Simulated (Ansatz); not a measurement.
# GaP4: the cost of one run

Computed with Ansatz 0.2.0 (DFT PBE, scalar-relativistic, plane waves, PAW, unless a step's input says otherwise).

1 further run of the same task is left out (it didn't finish).

## Step 1: The system as given

Symmetry: Cmmm, No. 65, orthorhombic system. Conventional cell: a = 4.596 Å, b = 7.111 Å, c = 6.421 Å, α = 90.00°, β = 90.00°, γ = 90.00°. Ga (site symmetry mmm) is surrounded by 4 P at 2.95 Å. Around P (site symmetry m) lie 4 P at 2.28 to 2.91 Å and 1 Ga at 2.95 Å.

Structure file:

```cif
data_structure
_symmetry_space_group_name_H-M 'Cmmm'
_symmetry_Int_Tables_number 65
_cell_length_a 4.5963
_cell_length_b 7.1109
_cell_length_c 6.4209
_cell_angle_alpha 90.000
_cell_angle_beta 90.000
_cell_angle_gamma 90.000
_cell_volume 209.86
loop_
_atom_site_label
_atom_site_type_symbol
_atom_site_symmetry_multiplicity
_atom_site_Wyckoff_symbol
_atom_site_fract_x
_atom_site_fract_y
_atom_site_fract_z
_atom_site_occupancy
Ga1 Ga 2 b 0.50000 0.00000 0.00000 1
P1 P 8 n 0.50000 0.70463 0.67740 1
```

A structure generator made this guess: random cell by space group and Wyckoff sites (Cmmm, No. 65). Lengths come from tabulated atomic sizes and are only a guess.

## Step 2: The guess as it stands, on a coarse mesh

Contents of input.yaml:

```yaml
crystal:
  lattice:
    - [2.29814699, -3.55542794, 0.0]
    - [2.29814699, 3.55542794, 0.0]
    - [0.0, 0.0, 6.42094982]
  atoms:
    - { symbol: Ga, position: [0.5, 0.5, 0.0] }
    - { symbol: P, position: [0.7953697, 0.2046303, 0.67740496] }
    - { symbol: P, position: [0.2046303, 0.7953697, 0.67740496] }
    - { symbol: P, position: [0.2046303, 0.7953697, 0.32259504] }
    - { symbol: P, position: [0.7953697, 0.2046303, 0.32259504] }
basis:
  ecutwfc: 420
kpoints:
  mp_grid: { grid: [4, 4, 4] }
hamiltonian:
  xc: pbe
scf:
  occupations: { method: gaussian, width: 0.1 }
  lower_state_search: "off"
output:
  forces: true
  stress: true
  eigenvalues: true
```

Command:

```
$ ansatz run input.yaml --threads 1 --pin off --max-ram 2560MiB --backend cpu --events-out ev --progress --plain --runs-dir out
```

What time and memory should one allow on 1 thread of Arm Neoverse V1, shared host?

About 3.7 s, with a peak of 0.35 GiB.
